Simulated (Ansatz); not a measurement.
# C2H7BF2Ge: rotation by 180° about the C2–B4 bond, part 2 of 3

Aim: the minimum-energy path and barrier of the rotation by 180° about the C2–B4 bond. The ends are relaxed first, then joined by a nudged elastic band. SMILES of the start: C[CH]([GeH3])B(F)F.

Ansatz 0.2.0; RKS PBE0-D4/def2-SVP. The steps go on from the part before.

**4. End point B**

The second end starts from a geometry with the move made by hand.

input.yaml reads:

```yaml
crystal:
  periodic: [false, false, false]
  atoms:
    - { symbol: C, position_ang: [-0.7942, -0.6282, -1.1023] }
    - { symbol: C, position_ang: [0.1496, 0.3104, -0.3827] }
    - { symbol: Ge, position_ang: [1.1303, -0.7255, 0.909] }
    - { symbol: B, position_ang: [-0.5185, 1.52, 0.36] }
    - { symbol: F, position_ang: [-1.40829, 1.35896, 1.45168] }
    - { symbol: F, position_ang: [-0.07281, 2.91073, 0.02706] }
    - { symbol: H, position_ang: [-0.2727, -1.3929, -1.639] }
    - { symbol: H, position_ang: [-1.3683, 0.0209, -1.8773] }
    - { symbol: H, position_ang: [-1.5577, -1.0253, -0.3591] }
    - { symbol: H, position_ang: [0.8696, 0.7414, -1.094] }
    - { symbol: H, position_ang: [1.9075, -1.8685, 0.2166] }
    - { symbol: H, position_ang: [0.2081, -1.3253, 1.9818] }
    - { symbol: H, position_ang: [2.1344, 0.2203, 1.6236] }
basis:
  gaussian: { orbitals: def2-SVP }
hamiltonian:
  xc: pbe0
  dispersion: d4
relax:
  f_tol: 0.015
  max_steps: 40
```

Command:

```console
$ ansatz run input.yaml --threads 2 --pin off --max-ram 3072MiB --backend cpu --events-out ev --progress --plain --runs-dir out
```

The log of the run:

```text
Warning: RAYON_NUM_THREADS=2 ignored (pool sized by the plan → 2); use --threads N
The last accepted step is kept in <dir> (removed where the run ends without a failure and the disk answers)
Engine: ansatz 0.2.0, aarch64-unknown-linux-gnu
Functional definition: PBE0
  parameter a = 0.25
  parameter kappa = 0.804
  parameter beta = 0.06672455060314922
  exchange = (1 - a)*pbe_x(kappa = kappa, mu = beta*pi^2/3) + a*exact_x
  correlation = pbe_c(beta = beta)
1501 factors; integrals over basis functions are off by at most 2.9e-4 eV
mean field evaluation 1: about -64783.5196 eV, gradient 5.5e1 eV
mean field evaluation 2: about -64779.7504 eV, gradient 6.9e1 eV
mean field evaluation 4: about -64789.7138 eV, gradient 2.6e0 eV
mean field evaluation 8: about -64789.7742 eV, gradient 1.1e-1 eV
mean field evaluation 16: about -64789.7742 eV, gradient 3.8e-5 eV
mean field -64789.77421411 eV, -2380.9802862824 hartree, gradient 3.8e-5 eV, S^2 0.000000; 0 other end points of the search recorded, 0 dependent functions left out
the calculation of the forces begins
reference -64789.77424337 eV, -2380.9802873577 hartree; 37, 37 occupied and 100, 100 virtual orbitals, 1501 factors
relax step   1: F+E_penalty+E_count = -64790.00984364 eV  Δ(F+E_penalty+E_count) = +0.000e0 eV  max|allowed force component| = 4.351e0 eV/Å  Δτ_max = 0.0000 Å  (26 SCF iters, accepted)
these checks for a lower state are left out or cut short: starts, cluster_reference, orbital_swaps, neighbouring_geometries, increment
1501 factors; integrals over basis functions are off by at most 2.9e-4 eV
mean field -64790.28326133 eV, -2380.9989934227 hartree, gradient 9.8e-6 eV, S^2 0.000000; 0 other end points of the search recorded, 0 dependent functions left out
the calculation of the forces begins
reference -64790.28329078 eV, -2380.9989945048 hartree; 37, 37 occupied and 100, 100 virtual orbitals, 1501 factors
relax step   2: F+E_penalty+E_count = -64790.51703404 eV  Δ(F+E_penalty+E_count) = -5.072e-1 eV  max|allowed force component| = 2.984e0 eV/Å  Δτ_max = 0.1918 Å  (36 SCF iters, accepted)
these checks for a lower state are left out or cut short: starts, cluster_reference, orbital_swaps, neighbouring_geometries, increment
1501 factors; integrals over basis functions are off by at most 2.9e-4 eV
mean field evaluation 32: about -64790.4680 eV, gradient 9.4e-6 eV
mean field -64790.46804164 eV, -2381.0057839738 hartree, gradient 9.4e-6 eV, S^2 0.000000; 0 other end points of the search recorded, 0 dependent functions left out
the calculation of the forces begins
reference -64790.46807107 eV, -2381.0057850551 hartree; 37, 37 occupied and 100, 100 virtual orbitals, 1501 factors
relax step   3: F+E_penalty+E_count = -64790.70188924 eV  Δ(F+E_penalty+E_count) = -1.849e-1 eV  max|allowed force component| = 2.713e0 eV/Å  Δτ_max = 0.1264 Å  (30 SCF iters, accepted)
these checks for a lower state are left out or cut short: starts, cluster_reference, orbital_swaps, neighbouring_geometries, increment
1501 factors; integrals over basis functions are off by at most 3.0e-4 eV
mean field -64790.70411771 eV, -2381.0144596093 hartree, gradient 1.1e-5 eV, S^2 0.000000; 0 other end points of the search recorded, 0 dependent functions left out
the calculation of the forces begins
reference -64790.70414710 eV, -2381.0144606893 hartree; 37, 37 occupied and 100, 100 virtual orbitals, 1501 factors
relax step   4: F+E_penalty+E_count = -64790.94091273 eV  Δ(F+E_penalty+E_count) = -2.390e-1 eV  max|allowed force component| = 4.588e-1 eV/Å  Δτ_max = 0.2000 Å  (28 SCF iters, accepted)
these checks for a lower state are left out or cut short: starts, cluster_reference, orbital_swaps, neighbouring_geometries, increment
1501 factors; integrals over basis functions are off by at most 3.0e-4 eV
mean field -64790.67937935 eV, -2381.0135504913 hartree, gradient 9.9e-6 eV, S^2 0.000000; 0 other end points of the search recorded, 0 dependent functions left out
the calculation of the forces begins
reference -64790.67940861 eV, -2381.0135515667 hartree; 37, 37 occupied and 100, 100 virtual orbitals, 1501 factors
relax step   5: F+E_penalty+E_count = -64790.91571000 eV  Δ(F+E_penalty+E_count) = +2.520e-2 eV  max|allowed force component| = 5.561e-1 eV/Å  Δτ_max = 0.1700 Å  (28 SCF iters, rejected (line search))
these checks for a lower state are left out or cut short: starts, cluster_reference, orbital_swaps, neighbouring_geometries, increment
1501 factors; integrals over basis functions are off by at most 2.9e-4 eV
mean field -64790.73006183 eV, -2381.0154130382 hartree, gradient 8.1e-6 eV, S^2 0.000000; 0 other end points of the search recorded, 0 dependent functions left out
the calculation of the forces begins
reference -64790.73009125 eV, -2381.0154141193 hartree; 37, 37 occupied and 100, 100 virtual orbitals, 1501 factors
relax step   6: F+E_penalty+E_count = -64790.96674419 eV  Δ(F+E_penalty+E_count) = -2.583e-2 eV  max|allowed force component| = 1.653e-1 eV/Å  Δτ_max = 0.0832 Å  (30 SCF iters, accepted)
these checks for a lower state are left out or cut short: starts, cluster_reference, orbital_swaps, neighbouring_geometries, increment
1501 factors; integrals over basis functions are off by at most 2.9e-4 eV
mean field -64790.74047898 eV, -2381.0157958614 hartree, gradient 8.1e-6 eV, S^2 0.000000; 0 other end points of the search recorded, 0 dependent functions left out
the calculation of the forces begins
reference -64790.74050845 eV, -2381.0157969441 hartree; 37, 37 occupied and 100, 100 virtual orbitals, 1501 factors
relax step   7: F+E_penalty+E_count = -64790.97723654 eV  Δ(F+E_penalty+E_count) = -1.049e-2 eV  max|allowed force component| = 8.553e-2 eV/Å  Δτ_max = 0.1000 Å  (28 SCF iters, accepted)
these checks for a lower state are left out or cut short: starts, cluster_reference, orbital_swaps, neighbouring_geometries, increment
1501 factors; integrals over basis functions are off by at most 2.9e-4 eV
mean field evaluation 64: about -64790.7499 eV, gradient 5.0e-4 eV
mean field -64790.74985136 eV, -2381.0161402899 hartree, gradient 1.6e-5 eV, S^2 0.000000; 0 other end points of the search recorded, 0 dependent functions left out
the calculation of the forces begins
reference -64790.74988094 eV, -2381.0161413769 hartree; 37, 37 occupied and 100, 100 virtual orbitals, 1501 factors
relax step   8: F+E_penalty+E_count = -64790.98667765 eV  Δ(F+E_penalty+E_count) = -9.441e-3 eV  max|allowed force component| = 8.163e-2 eV/Å  Δτ_max = 0.1500 Å  (27 SCF iters, accepted)
these checks for a lower state are left out or cut short: starts, cluster_reference, orbital_swaps, neighbouring_geometries, increment
1501 factors; integrals over basis functions are off by at most 3.3e-4 eV
mean field -64790.65651466 eV, -2381.0127102295 hartree, gradient 1.3e-5 eV, S^2 0.000000; 0 other end points of the search recorded, 0 dependent functions left out
the calculation of the forces begins
reference -64790.65654451 eV, -2381.0127113263 hartree; 37, 37 occupied and 100, 100 virtual orbitals, 1501 factors
relax step   9: F+E_penalty+E_count = -64790.89294026 eV  Δ(F+E_penalty+E_count) = +9.374e-2 eV  max|allowed force component| = 8.418e-1 eV/Å  Δτ_max = 0.2000 Å  (28 SCF iters, rejected (line search))
these checks for a lower state are left out or cut short: starts, cluster_reference, orbital_swaps, neighbouring_geometries, increment
1501 factors; integrals over basis functions are off by at most 3.1e-4 eV
mean field -64790.75421105 eV, -2381.0163005056 hartree, gradient 7.8e-6 eV, S^2 0.000000; 0 other end points of the search recorded, 0 dependent functions left out
the calculation of the forces begins
reference -64790.75424076 eV, -2381.0163015973 hartree; 37, 37 occupied and 100, 100 virtual orbitals, 1501 factors
relax step  10: F+E_penalty+E_count = -64790.99100006 eV  Δ(F+E_penalty+E_count) = -4.322e-3 eV  max|allowed force component| = 2.928e-2 eV/Å  Δτ_max = 0.1000 Å  (28 SCF iters, accepted)
these checks for a lower state are left out or cut short: starts, cluster_reference, orbital_swaps, neighbouring_geometries, increment
1501 factors; integrals over basis functions are off by at most 3.3e-4 eV
mean field -64790.75551255 eV, -2381.0163483349 hartree, gradient 8.8e-6 eV, S^2 0.000000; 0 other end points of the search recorded, 0 dependent functions left out
the calculation of the forces begins
reference -64790.75554234 eV, -2381.0163494295 hartree; 37, 37 occupied and 100, 100 virtual orbitals, 1501 factors
relax step  11: F+E_penalty+E_count = -64790.99202288 eV  Δ(F+E_penalty+E_count) = -1.023e-3 eV  max|allowed force component| = 2.290e-1 eV/Å  Δτ_max = 0.0978 Å  (28 SCF iters, accepted)
these checks for a lower state are left out or cut short: starts, cluster_reference, orbital_swaps, neighbouring_geometries, increment
1501 factors; integrals over basis functions are off by at most 3.4e-4 eV
mean field -64790.75571977 eV, -2381.0163559501 hartree, gradient 8.8e-6 eV, S^2 0.000000; 0 other end points of the search recorded, 0 dependent functions left out
the calculation of the forces begins
reference -64790.75574956 eV, -2381.0163570449 hartree; 37, 37 occupied and 100, 100 virtual orbitals, 1501 factors
relax step  12: F+E_penalty+E_count = -64790.99238287 eV  Δ(F+E_penalty+E_count) = -3.600e-4 eV  max|allowed force component| = 1.547e-1 eV/Å  Δτ_max = 0.0683 Å  (29 SCF iters, accepted)
these checks for a lower state are left out or cut short: starts, cluster_reference, orbital_swaps, neighbouring_geometries, increment
1501 factors; integrals over basis functions are off by at most 3.4e-4 eV
mean field evaluation 96: about -64790.7001 eV, gradient 1.7e0 eV
mean field -64790.75795546 eV, -2381.0164381099 hartree, gradient 9.2e-6 eV, S^2 0.000000; 0 other end points of the search recorded, 0 dependent functions left out
the calculation of the forces begins
reference -64790.75798525 eV, -2381.0164392049 hartree; 37, 37 occupied and 100, 100 virtual orbitals, 1501 factors
relax step  13: F+E_penalty+E_count = -64790.99456087 eV  Δ(F+E_penalty+E_count) = -2.178e-3 eV  max|allowed force component| = 4.063e-2 eV/Å  Δτ_max = 0.0494 Å  (30 SCF iters, accepted)
these checks for a lower state are left out or cut short: starts, cluster_reference, orbital_swaps, neighbouring_geometries, increment
1501 factors; integrals over basis functions are off by at most 3.4e-4 eV
mean field -64790.75843644 eV, -2381.0164557858 hartree, gradient 9.2e-6 eV, S^2 0.000000; 0 other end points of the search recorded, 0 dependent functions left out
the calculation of the forces begins
reference -64790.75846625 eV, -2381.0164568814 hartree; 37, 37 occupied and 100, 100 virtual orbitals, 1501 factors
relax step  14: F+E_penalty+E_count = -64790.99504901 eV  Δ(F+E_penalty+E_count) = -4.881e-4 eV  max|allowed force component| = 3.483e-2 eV/Å  Δτ_max = 0.0338 Å  (31 SCF iters, accepted)
these checks for a lower state are left out or cut short: starts, cluster_reference, orbital_swaps, neighbouring_geometries, increment
1501 factors; integrals over basis functions are off by at most 3.5e-4 eV
mean field -64790.75875327 eV, -2381.0164674289 hartree, gradient 9.2e-6 eV, S^2 0.000000; 0 other end points of the search recorded, 0 dependent functions left out
the calculation of the forces begins
reference -64790.75878310 eV, -2381.0164685253 hartree; 37, 37 occupied and 100, 100 virtual orbitals, 1501 factors
relax step  15: F+E_penalty+E_count = -64790.99531961 eV  Δ(F+E_penalty+E_count) = -2.706e-4 eV  max|allowed force component| = 4.725e-2 eV/Å  Δτ_max = 0.0391 Å  (31 SCF iters, accepted)
these checks for a lower state are left out or cut short: starts, cluster_reference, orbital_swaps, neighbouring_geometries, increment
1501 factors; integrals over basis functions are off by at most 3.5e-4 eV
mean field -64790.75890136 eV, -2381.0164728711 hartree, gradient 9.2e-6 eV, S^2 0.000000; 0 other end points of the search recorded, 0 dependent functions left out
the calculation of the forces begins
reference -64790.75893120 eV, -2381.0164739679 hartree; 37, 37 occupied and 100, 100 virtual orbitals, 1501 factors
relax step  16: F+E_penalty+E_count = -64790.99543564 eV  Δ(F+E_penalty+E_count) = -1.160e-4 eV  max|allowed force component| = 3.911e-2 eV/Å  Δτ_max = 0.0214 Å  (30 SCF iters, accepted)
these checks for a lower state are left out or cut short: starts, cluster_reference, orbital_swaps, neighbouring_geometries, increment
1501 factors; integrals over basis functions are off by at most 3.5e-4 eV
mean field evaluation 128: about -64790.7590 eV, gradient 9.2e-6 eV
mean field -64790.75896078 eV, -2381.0164750550 hartree, gradient 8.7e-6 eV, S^2 0.000000; 0 other end points of the search recorded, 0 dependent functions left out
the calculation of the forces begins
reference -64790.75899063 eV, -2381.0164761519 hartree; 37, 37 occupied and 100, 100 virtual orbitals, 1501 factors
relax step  17: F+E_penalty+E_count = -64790.99551011 eV  Δ(F+E_penalty+E_count) = -7.447e-5 eV  max|allowed force component| = 9.581e-3 eV/Å  Δτ_max = 0.0158 Å  (24 SCF iters, accepted)
1501 factors; integrals over basis functions are off by at most 3.5e-4 eV
mean field -64790.75896078 eV, -2381.0164750550 hartree, gradient 8.7e-6 eV, S^2 0.000000; 1 other end points of the search recorded, 0 dependent functions left out
the calculation of the forces begins
reference -64790.75899063 eV, -2381.0164761519 hartree; 37, 37 occupied and 100, 100 virtual orbitals, 1501 factors
Total energy: -64790.99553996 eV, -2381.0251691792 hartree
Atom 0 at    -0.864212    -0.604277    -1.086347 Å, force     0.005163     0.002632     0.004735 eV/Å
Atom 1 at     0.121307     0.333758    -0.389590 Å, force    -0.000994    -0.006376    -0.008918 eV/Å
Atom 2 at     1.243053    -0.653808     0.916270 Å, force     0.002744    -0.004397     0.006488 eV/Å
Atom 3 at    -0.524815     1.518764     0.373658 Å, force    -0.009094     0.002711     0.001582 eV/Å
Atom 4 at    -1.801272     1.517417     0.728943 Å, force    -0.001879    -0.005429    -0.001759 eV/Å
Atom 5 at     0.177159     2.580879     0.740725 Å, force     0.009284     0.008817     0.003241 eV/Å
Atom 6 at    -0.355696    -1.450176    -1.574621 Å, force    -0.001394     0.003024     0.001815 eV/Å
Atom 7 at    -1.441810    -0.076829    -1.862029 Å, force    -0.000283    -0.000817     0.002116 eV/Å
Atom 8 at    -1.591967    -1.022460    -0.373940 Å, force     0.000470    -0.001426    -0.002849 eV/Å
Atom 9 at     0.865043     0.744521    -1.094808 Å, force     0.000122    -0.002282     0.000400 eV/Å
Atom 10 at     1.871518    -1.856089     0.185716 Å, force    -0.004565     0.008231     0.007121 eV/Å
Atom 11 at     0.360588    -1.170011     2.070185 Å, force     0.008410     0.002969    -0.009581 eV/Å
Atom 12 at     2.348105     0.255300     1.481178 Å, force    -0.007982    -0.007656    -0.004390 eV/Å
Dipole moment:     0.116934    -0.245302    -0.234982 e Å
```

It took 1.7 min on 2 threads of Arm Neoverse V1, shared host; peak memory 0.42 GiB.

Relaxation path:

| step | energy from step 1 (eV) | largest force component (eV/Å) |
| --- | --- | --- |
| 1 | 0.0000 | 4.3509 |
| 2 | -0.5072 | 2.9837 |
| 3 | -0.6920 | 2.7125 |
| 4 | -0.9311 | 0.4588 |
| 5x | -0.9059 | 0.5561 |
| 6 | -0.9569 | 0.1653 |
| 7 | -0.9674 | 0.0855 |
| 8 | -0.9768 | 0.0816 |
| 9x | -0.8831 | 0.8418 |
| 10 | -0.9812 | 0.0293 |
| 11 | -0.9822 | 0.2290 |
| 12 | -0.9825 | 0.1547 |
| 13 | -0.9847 | 0.0406 |
| 14 | -0.9852 | 0.0348 |
| 15 | -0.9855 | 0.0472 |
| 16 | -0.9856 | 0.0391 |
| 17 | -0.9857 | 0.0096 |

Step 1 is the start. 2 steps were tried and not accepted (marked x).

After: Bond lengths: C1–C2 1.529 Å, C2–Ge3 1.985 Å, C2–B4 1.551 Å, B4–F5 1.325 Å, B4–F6 1.325 Å, C1–H7 1.101 Å, C1–H8 1.102 Å, C1–H9 1.101 Å, C2–H10 1.104 Å, Ge3–H11 1.541 Å, Ge3–H12 1.542 Å, Ge3–H13 1.538 Å. Angles (14 of 21 angles, heavy atoms first): C1–C2–Ge3 111.0°, C1–C2–B4 115.1°, Ge3–C2–B4 107.0°, C2–B4–F5 122.2°, C2–B4–F6 121.9°, F5–B4–F6 115.9°, C1–C2–H10 111.8°, Ge3–C2–H10 103.0°, B4–C2–H10 108.1°, C2–C1–H7 112.1°, C2–C1–H8 111.4°, C2–C1–H9 111.4°, C2–Ge3–H11 107.9°, C2–Ge3–H12 109.6°.

**5. Nudged elastic band**

crystal.atoms is end A as relaxed above, and neb.final_atoms is end B, turned to lie on A. With 9 inner images the band has 11 in all.

input.yaml reads:

```yaml
crystal:
  periodic: [false, false, false]
  atoms:
    - { symbol: C, position_ang: [-0.865545, -0.634843, -1.105166] }
    - { symbol: C, position_ang: [0.087973, 0.326438, -0.396266] }
    - { symbol: Ge, position_ang: [1.219663, -0.63648, 0.919398] }
    - { symbol: B, position_ang: [-0.597403, 1.491477, 0.364335] }
    - { symbol: F, position_ang: [0.06986, 2.574863, 0.73486] }
    - { symbol: F, position_ang: [-1.874903, 1.449861, 0.71349] }
    - { symbol: H, position_ang: [-0.330601, -1.467309, -1.588044] }
    - { symbol: H, position_ang: [-1.446429, -0.121043, -1.887454] }
    - { symbol: H, position_ang: [-1.591421, -1.071855, -0.402238] }
    - { symbol: H, position_ang: [0.828775, 0.757377, -1.092355] }
    - { symbol: H, position_ang: [1.88544, -1.820896, 0.193096] }
    - { symbol: H, position_ang: [0.339187, -1.179405, 2.062064] }
    - { symbol: H, position_ang: [2.296004, 0.297115, 1.499081] }
basis:
  gaussian: { orbitals: def2-SVP }
hamiltonian:
  xc: pbe0
  dispersion: d4
neb:
  order_check: false
  images: 9
  f_tol: 0.05
  max_iterations: 25
  initial_path: idpp
  final_atoms:
    - { symbol: C, position_ang: [-0.86565617, -0.63460916, -1.10616177] }
    - { symbol: C, position_ang: [0.08794401, 0.32555912, -0.39528117] }
    - { symbol: Ge, position_ang: [1.21914957, -0.63784777, 0.9204286] }
    - { symbol: B, position_ang: [-0.5964421, 1.49145135, 0.36404178] }
    - { symbol: F, position_ang: [-1.87644136, 1.45689774, 0.70459962] }
    - { symbol: F, position_ang: [0.07437285, 2.56963185, 0.74236451] }
    - { symbol: H, position_ang: [-0.33049071, -1.46586388, -1.59109339] }
    - { symbol: H, position_ang: [-1.44741995, -0.11926617, -1.88685115] }
    - { symbol: H, position_ang: [-1.59077023, -1.07327318, -0.4034445] }
    - { symbol: H, position_ang: [0.82913726, 0.75718286, -1.09064828] }
    - { symbol: H, position_ang: [1.88594571, -1.82156048, 0.193542] }
    - { symbol: H, position_ang: [0.3367992, -1.17984001, 2.06254596] }
    - { symbol: H, position_ang: [2.29447193, 0.29683774, 1.5007588] }
```

Command:

```console
$ ansatz run input.yaml --threads 2 --pin off --max-ram 3072MiB --backend cpu --events-out ev --progress --plain --runs-dir out
```

The log of the run (excerpt; [...] marks lines left out):

```text
Warning: RAYON_NUM_THREADS=2 ignored (pool sized by the plan → 2); use --threads N
[...]
Functional definition: PBE0
[...]
1499 factors; integrals over basis functions are off by at most 3.7e-4 eV
[...]
mean field -64790.75894408 eV, -2381.0164744412 hartree, gradient 5.7e-6 eV, S^2 0.000000; 0 other end points of the search recorded, 0 dependent functions left out
[...]
Atom 9 at     1.072573     0.751401    -0.829812 Å, force    -0.007456    -0.001109    -0.003013 eV/Å
Atom 10 at     1.723508    -2.042561     0.314107 Å, force     0.000660     0.005403    -0.000053 eV/Å
Atom 11 at    -0.146992    -1.536182     1.903470 Å, force     0.000138    -0.002224    -0.006076 eV/Å
Atom 12 at     1.965802    -0.175579     1.976608 Å, force    -0.002421    -0.001329     0.005001 eV/Å
Dipole moment:     0.088534    -0.172259    -0.233929 e Å
this run last wrote the band of iteration 7 to <dir>
```

It took 6.6 min on 2 threads of Arm Neoverse V1, shared host; peak memory 0.42 GiB.

(Part 2 of 3 ends here.)
